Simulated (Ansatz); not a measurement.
2 structures of Ti3In, a ranking of polymorphs by energy

Run with Ansatz's Python interface.

The script, `run_polymorphs.py`:
```python
"""Relative energies of Ti3In phases, after relaxing cells and atoms."""

import csv

import ansatz as az
import numpy as np
import spglib

PHASES = {
    "Pm-3m": (
        [(4.156228, 0.0, 0.0), (0.0, 4.156228, 0.0), (0.0, 0.0, 4.156228)],
        [
            ("Ti", (0.0, 0.5, 0.5)),
            ("Ti", (0.5, 0.0, 0.5)),
            ("Ti", (0.5, 0.5, 0.0)),
            ("In", (0.0, 0.0, 0.0)),
        ],
    ),
    "Fm-3m": (
        [(0.0, 3.321058, 3.321058), (3.321058, 0.0, 3.321058), (3.321058, 3.321058, 0.0)],
        [
            ("Ti", (0.75, 0.75, 0.75)),
            ("Ti", (0.0, 0.0, 0.0)),
            ("Ti", (0.25, 0.25, 0.25)),
            ("In", (0.5, 0.5, 0.5)),
        ],
    ),
}


def build(vectors, sites):
    crystal = az.Crystal(lattice=az.Lattice.of(vectors))
    for symbol, position in sites:
        crystal = crystal.atom(symbol, position)
    return crystal


def run_phase(name, crystal):
    calc = (
        crystal.calculation()
        .functional(az.Functional.R2SCAN)
        .basis(19 * az.Ha, xc_grid=2)
        .scf(tolerance=1e-06, max_iterations=200)
        .kpoints(spacing=0.26)
        .occupations("fermi_dirac", width=0.05)
        .stress()
        .band_table()
    )
    calc = calc.relax(force_tolerance=0.03, cell=True)
    return calc.run(threads=1)


def space_group(outcome):
    sites = outcome.report["lattice"]["sites"]
    kinds = sorted({site["symbol"] for site in sites})
    cell = (outcome.lattice.cell_ang, [site["position_frac"] for site in sites], [kinds.index(site["symbol"]) for site in sites])
    return spglib.get_spacegroup(cell, symprec=0.01)


def volume_per_atom(outcome):
    return abs(np.linalg.det(outcome.lattice.cell_ang)) / len(outcome.lattice.sites)


def pressure_gpa(outcome):
    return float(np.trace(outcome.report["stress_gpa"]) / 3)

phases = {name: build(*cell) for name, cell in PHASES.items()}

done = {}
for name, crystal in phases.items():
    try:
        done[name] = run_phase(name, crystal)
    except az.NonConvergedError as error:
        print(name, "did not converge:", str(error)[:120])

energy = {name: o.report["energy_sigma0_ev"] / len(o.lattice.sites) for name, o in done.items()}
lowest = min(energy.values())
rows = [(name, len(o.lattice.sites), 1000 * (energy[name] - lowest), space_group(o), volume_per_atom(o), pressure_gpa(o)) for name, o in done.items()]
rows.sort(key=lambda row: row[2])
with open("polymorphs.csv", "w", newline="") as handle:
    writer = csv.writer(handle)
    writer.writerow(["phase", "atoms", "dE (meV/atom)", "space group", "V (A^3/atom)", "P (GPa)"])
    writer.writerows([round(v, 4) if isinstance(v, float) else v for v in row] for row in rows)
print(open("polymorphs.csv").read())
print("order:", " < ".join(row[0] for row in rows))
```

Running `python run_polymorphs.py` prints:
```text
DeckWarning: scf.convergence.dr2_threshold = 1e-6 eV is looser than this run's default, which is 1e-7 eV or tighter. The error in the forces grows as the threshold's square root, so leave the key out unless less accurate forces are enough
DeckWarning: relax.cell: scf.convergence.dr2_threshold = 1e-6 eV is looser than the 4e-10 eV advised for a relaxation that steers and ends on the stress (1e-10 eV for each atom of the cell: 4). What [...]
phase,atoms,dE (meV/atom),space group,V (A^3/atom),P (GPa)
Pm-3m,4,0.0,Pm-3m (221),17.9281,0.0008
Fm-3m,4,117.0269,Fm-3m (225),17.9384,-0.0061

order: Pm-3m < Fm-3m
```
(Warnings from the package without file and line, shortened.)

By space group at the end of each run: Pm-3m (+0 meV an atom, 17.9 Å³) and Fm-3m (+117 meV an atom, 17.9 Å³).

What to keep in mind:
- The settings weren't tested for convergence.
- Spin is left out of this run.
- For the metals among these phases the mesh is modest: differences between phases can be off by up to 40 meV an atom.
- Pressure is positive in compression.
- The cells come from databases of deposited and of computed structures, and not all need be stable phases.
- The ranking holds among these structures alone, at zero temperature; the ground state may be another structure. Differences under about 40 meV an atom lie within the error of mesh and functional.
- It ran for 54 s on 1 thread of Arm Neoverse V1, on a shared host, peak memory 0.51 GiB.

(Lines on the test bed's own set-up are left out of the output.)
